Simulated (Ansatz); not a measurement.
# Be16HC: the cost of one run

All numbers below are computed with Ansatz 0.2.0 (DFT PBE, plane waves, PAW, scalar-relativistic, no spin polarisation).

## 1. Starting point

The cell holds 18 atoms (CHBe16): a = 4.580 Å, b = 4.580 Å, c = 16.383 Å, α = 90.00°, β = 90.00°, γ = 60.00°.

As a file:

```
Be C H
1.0
     4.58000    0.00000    0.00000
     2.29000    3.96640    0.00000
     0.00000    0.00000   16.38265
Be C H
16 1 1
Direct
  0.83333 0.33333 0.06104
  0.33333 0.33333 0.06104
  0.83333 0.83333 0.06104
  0.33333 0.83333 0.06104
  0.00000 0.00000 0.17056
  0.50000 0.00000 0.17056
  0.00000 0.50000 0.17056
  0.50000 0.50000 0.17056
  0.83333 0.33333 0.28008
  0.33333 0.33333 0.28008
  0.83333 0.83333 0.28008
  0.33333 0.83333 0.28008
  0.00000 0.00000 0.38960
  0.50000 0.00000 0.38960
  0.00000 0.50000 0.38960
  0.50000 0.50000 0.38960
  0.85981 0.31798 0.46407
  0.86502 0.32530 0.53121
```

## 2. Preparing the start

input.yaml

```yaml
crystal:
  lattice:
    - [4.58, 0.0, 0.0]
    - [2.29, 3.966396, 0.0]
    - [0.0, 0.0, 16.382645]
  atoms:
    - { symbol: Be, position: [-0.1666667, 0.3333333, 0.0610402] }
    - { symbol: Be, position: [0.3333333, 0.3333333, 0.0610402] }
    - { symbol: Be, position: [-0.1666667, 0.8333333, 0.0610402] }
    - { symbol: Be, position: [0.3333333, 0.8333333, 0.0610402] }
    - { symbol: Be, position: [0.0, 0.0, 0.1705595] }
    - { symbol: Be, position: [0.5, 0.0, 0.1705595] }
    - { symbol: Be, position: [0.0, 0.5, 0.1705595] }
    - { symbol: Be, position: [0.5, 0.5, 0.1705595] }
    - { symbol: Be, position: [-0.1666667, 0.3333333, 0.2800787] }
    - { symbol: Be, position: [0.3333333, 0.3333333, 0.2800787] }
    - { symbol: Be, position: [-0.1666667, 0.8333333, 0.2800787] }
    - { symbol: Be, position: [0.3333333, 0.8333333, 0.2800787] }
    - { symbol: Be, position: [0.0, 0.0, 0.389598] }
    - { symbol: Be, position: [0.5, 0.0, 0.389598] }
    - { symbol: Be, position: [0.0, 0.5, 0.389598] }
    - { symbol: Be, position: [0.5, 0.5, 0.389598] }
    - { symbol: C, position: [0.8598051, 0.3179755, 0.464067] }
    - { symbol: H, position: [0.8650247, 0.3253029, 0.5312112] }
basis:
  ecutwfc: 420.0
kpoints:
  mp_grid: { grid: [4, 4, 1] }
hamiltonian:
  xc: pbe
scf:
  occupations: { method: fermi_dirac, width: 0.15 }
  lower_state_search: "off"
relax:
  f_tol: 0.08
  max_steps: 25
  adjacent_minimum: "off"
  constraints: [{ sites: [0, 1, 2, 3] }]
```

Launch:

```bash
ansatz run input.yaml --threads 1 --pin off --max-ram 3072MiB --backend cpu --events-out ev --progress --plain --runs-dir out
```

Q: Estimate wall time and peak memory on 1 thread of Intel Xeon Platinum 8175M at 2.50GHz (Skylake/Cascade Lake), shared host.

About 95 s, with a peak of 0.53 GiB.
